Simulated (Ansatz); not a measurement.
# Cu: the cost of one run

Program: the Python package of Ansatz 0.2.0. The levels of theory stand in the script. These are calculated values, not measurements.

### 1 The structure

Symmetry: P6_3/mmc, No. 194, hexagonal system. The conventional cell has a = 2.531 Å, b = 2.531 Å, c = 8.262 Å, α = 90.00°, β = 90.00°, γ = 120.00°. Cu (site symmetry -3m) has 12 Cu at 2.53 Å as nearest neighbours. Cu (site symmetry -6m2) has 12 Cu at 2.53 Å as nearest neighbours.

The script holds or builds the structure itself.

### 2 The code

cu.py reads:

```python
"""One structure of Cu under several functionals."""

from dataclasses import dataclass

import ansatz as az
import pandas as pd


@dataclass
class Options:
    kmesh: tuple[int, ...] = (10, 10, 3)
    sigma: float = 0.1


settings = Options()


def main() -> None:
    crystal = (
        az.Lattice.of([2.530764, 0.0, 0.0], [-1.265382, 2.191706, 0.0], [0.0, 0.0, 8.261815])
        .atom("Cu", [0.0, 0.0, 0.0])
        .atom("Cu", [1 / 3, 2 / 3, 0.25])
        .atom("Cu", [0.0, 0.0, 0.5])
        .atom("Cu", [2 / 3, 1 / 3, 0.75])
    )

    job = (
        crystal.calculation()
        .kpoints(mesh=settings.kmesh)
        .occupations(az.OccupationsMethod.GAUSSIAN, width=settings.sigma)
        .pseudopotentials("paw")
        .stress()
    )

    rows = []
    for value in ["blyp", "pbesol", "lda"]:
        data = job.functional(value).run(threads=1, pin="off").report
        rows.append((value, data["free_energy_ev"] / len(data["lattice"]["sites"]), data["n_iterations"], sum(data["stress_gpa"][i][i] for i in range(3)) / 3, data["n_kpoints"]))

    table = pd.DataFrame(rows, columns=["functional", "F/atom (eV)", "iterations", "P (GPa)", "k-points"])
    print(table.round(5).to_string(index=False))


if __name__ == "__main__":
    main()
```

### 3 What the engine is handed

The engine receives this input (first run):

```yaml
crystal:
  lattice:
    - [2.530764, 0.0, 0.0]
    - [-1.265382, 2.191706, 0.0]
    - [0.0, 0.0, 8.261815]
  atoms:
    - { symbol: Cu, position: [0.0, 0.0, 0.0] }
    - { symbol: Cu, position: [0.3333333333333333, 0.6666666666666666, 0.25] }
    - { symbol: Cu, position: [0.0, 0.0, 0.5] }
    - { symbol: Cu, position: [0.6666666666666666, 0.3333333333333333, 0.75] }
kpoints:
  mp_grid:
    grid: [10, 10, 3]
hamiltonian:
  xc: blyp
  pseudopotentials:
    kind: paw
scf:
  occupations:
    method: gaussian
    width: 0.1
output:
  stress: true
```

### 4 The run

Launch:

```bash
python cu.py
```

What time and memory should one allow on 1 thread of Arm Neoverse V1, shared host?

About 11 s, with a peak of 0.43 GiB.
